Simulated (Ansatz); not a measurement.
LuP, space group Fm-3m: an equation of state with a fit, run with Ansatz 0.2.0, Python API.

`eos_lup.py`:
```python
import argparse
import warnings

import ansatz as az
import numpy as np
from pymatgen.analysis.eos import EOS

parser = argparse.ArgumentParser(description="Energy against volume for LuP, with a fit.")
parser.add_argument("--xc", required=True, help="exchange-correlation functional")
parser.add_argument("--ecut", type=float, default=600.0, help="basis")
parser.add_argument("--kmesh", type=int, nargs=3, required=True, help="k-point sampling")
args = parser.parse_args()

vectors0 = np.array([
    [0.0, 2.76185748, 2.76185748],
    [2.76185748, 0.0, 2.76185748],
    [2.76185748, 2.76185748, 0.0],
])
sites = [
    ("Lu", (0.0, 0.0, 0.0)),
    ("P", (0.5, 0.5, 0.5)),
]


def on_lattice(cell):
    crystal = az.Crystal(lattice=az.Lattice.of(cell))
    for symbol, position in sites:
        crystal = crystal.atom(symbol, position)
    return crystal

warnings.simplefilter("ignore", az.DeckWarning)

volumes, energies, pressures = [], [], []
for scale in np.linspace(0.92, 1.08, 7):
    cell = vectors0 * scale ** (1 / 3)
    model = (
        on_lattice(cell).calculation()
        .functional(args.xc)
        .pseudopotentials("paw")
        .occupations(az.OccupationsMethod.COLD)
        .basis(args.ecut)
        .kpoints(*args.kmesh)
        .stress()
    )
    rep = model.run(threads=1).report
    volumes.append(abs(np.linalg.det(cell)) / len(sites))
    energies.append(rep["free_energy_ev"] / len(sites))
    pressures.append(np.trace(rep["stress_gpa"]) / 3)
    print(f"V = {volumes[-1]:8.4f} A^3/atom  F = {energies[-1]:.5f} eV/atom  P = {pressures[-1]:8.3f} GPa")

for form in ["vinet", "pourier_tarantola"]:
    fit = EOS(eos_name=form).fit(volumes, energies)
    print(f"{form:18s} V0 {fit.v0:8.4f} A^3/atom  B0 {fit.b0_GPa:7.1f} GPa  B1 {fit.b1:5.2f}")
```

Where does the minimum lie against the volume typed, and how stiff is the crystal?

A third-order Birch-Murnaghan fit through the 7 points (the script's own form differs a little) has its minimum at 21.01 Å³ an atom, 0.3 % below the typed cell, with a bulk modulus of 93 GPa. From that minimum the energy rises by 42.1 meV an atom on the compressed side and 36.5 meV on the expanded side.

The run itself:

Output of `python eos_lup.py --xc r2scan --kmesh 7 7 7`:
```text
V =  19.3817 A^3/atom  F = -7753.19567 eV/atom  P =    8.883 GPa
V =  19.9435 A^3/atom  F = -7753.22064 eV/atom  P =    5.428 GPa
V =  20.5053 A^3/atom  F = -7753.23417 eV/atom  P =    2.345 GPa
V =  21.0671 A^3/atom  F = -7753.23764 eV/atom  P =   -0.268 GPa
V =  21.6288 A^3/atom  F = -7753.23277 eV/atom  P =   -2.468 GPa
V =  22.1906 A^3/atom  F = -7753.22054 eV/atom  P =   -4.490 GPa
V =  22.7524 A^3/atom  F = -7753.20135 eV/atom  P =   -6.413 GPa
vinet              V0  21.0120 A^3/atom  B0    92.9 GPa  B1  4.18
pourier_tarantola  V0  21.0122 A^3/atom  B0    93.0 GPa  B1  4.17
```

Reading the output:
- Total energies depend on the potentials; only differences at equal settings carry meaning.
- The mesh is modest for a metal, so energies can be off by several to tens of meV an atom and pressures by half a GPa or more; differences at equal mesh fare better.
- Pressure is positive in compression.
- The structure comes from a database of computed cells and needn't be a stable or known phase.
- The whole script took 32 s on 1 thread of Arm Neoverse V1, on a shared host, peak memory 0.68 GiB.

(A comment or docstring line of the script was reworded after the run, the code is as it ran.)
